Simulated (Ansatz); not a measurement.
# GaSi (quartet): B2PLYP, RPA-PBE over a scan of the distance Si1–Ga2, cc-pVDZ

Aim: run GaSi (quartet) with these functionals over a scan of the distance Si1–Ga2, and hold them against the top wave-function level at the same points.

Program: Ansatz 0.2.0, Gaussian basis. Level of theory: cc-pVDZ, all electrons in the functionals, frozen cores in the correlation of double hybrids and RPA. These are calculated values, not measurements.

The runs, in order: B2PLYP, RPA-PBE, at 1.932 Å; 2.192 Å; 2.418 Å; 2.700 Å; 2.987 Å; 3.385 Å; 3.944 Å; 4.540 Å; 5.430 Å; 6.616 Å; 8.146 Å.

23 further runs of the same task are left out: 2 for a known fault of the program, 18 that didn't finish, 3 set aside as unsound or not needed. Runs told in other sessions of the task aren't counted.

### 1 The system

The geometry derives from a PBE0/def2-TZVP stationary point (not a proven minimum). One bond is set to the value named and the two fragments are kept rigid. No spin-orbit coupling is included. The filled d shell of Ga may be among the frozen orbitals whatever the setting's name suggests.

2 atoms, charge 0, spin multiplicity 4.

Atoms are counted from 1 here; the program's logs count them from 0.

Bond lengths: Si1–Ga2 2.418 Å.

No dispersion term is added.

The geometry shown and the zero of energy belong to the point 2.418 Å. The yardstick, FCI, and other wave-function levels (R restricted, U unrestricted, valence and pair active spaces) come from earlier runs.

### 2 B2PLYP, 1.932 Å

The input, in.yaml:

```yaml
crystal:
  periodic: [false, false, false]
  atoms:
    - {symbol: Si, position_ang: [0.000000, 0.000000, 0.000000]}
    - {symbol: Ga, position_ang: [0.000000, 0.000000, 1.932000]}
basis:
  gaussian: {orbitals: cc-pVDZ}
magnetization: {spin_polarized: true, initial_magnetization: 3}
hamiltonian: {xc: {name: B2PLYP}}
correlation: {electrons: outside_noble_gas}
```

Run with:

```bash
ansatz run in.yaml --threads 1 --pin off --events-out ev --progress --plain --max-ram 2393MiB
```

The runs that follow: B2PLYP, 2.192 Å; B2PLYP, 2.418 Å; B2PLYP, 2.700 Å; B2PLYP, 2.987 Å; B2PLYP, 3.385 Å; B2PLYP, 3.944 Å; B2PLYP, 4.540 Å; B2PLYP, 5.430 Å; B2PLYP, 6.616 Å; B2PLYP, 8.146 Å; RPA-PBE, 1.932 Å; RPA-PBE, 2.192 Å; RPA-PBE, 2.418 Å; RPA-PBE, 2.700 Å; RPA-PBE, 2.987 Å; RPA-PBE, 3.385 Å; RPA-PBE, 3.944 Å; RPA-PBE, 4.540 Å; RPA-PBE, 5.430 Å; RPA-PBE, 6.616 Å; RPA-PBE, 8.146 Å.

Q: Predict the results of all the runs planned. Wanted: span of the FCI curve; largest miss, B2PLYP; largest miss, RPA-PBE.

The runs gave:

| quantity | value |
| --- | --- |
| span of the FCI curve | 49.2 kcal/mol |
| largest miss, B2PLYP | -4.7 kcal/mol (1.932 Å) |
| largest miss, RPA-PBE | -12.2 kcal/mol (8.146 Å) |

Of the functionals, B2PLYP keep the smallest largest miss at the points compared (at most 4.7 kcal/mol) and RPA-PBE strays most (12.2 kcal/mol, at 8.146 Å). Functionals and the yardstick converge differently with the basis, so part of each miss in cc-pVDZ is the basis.
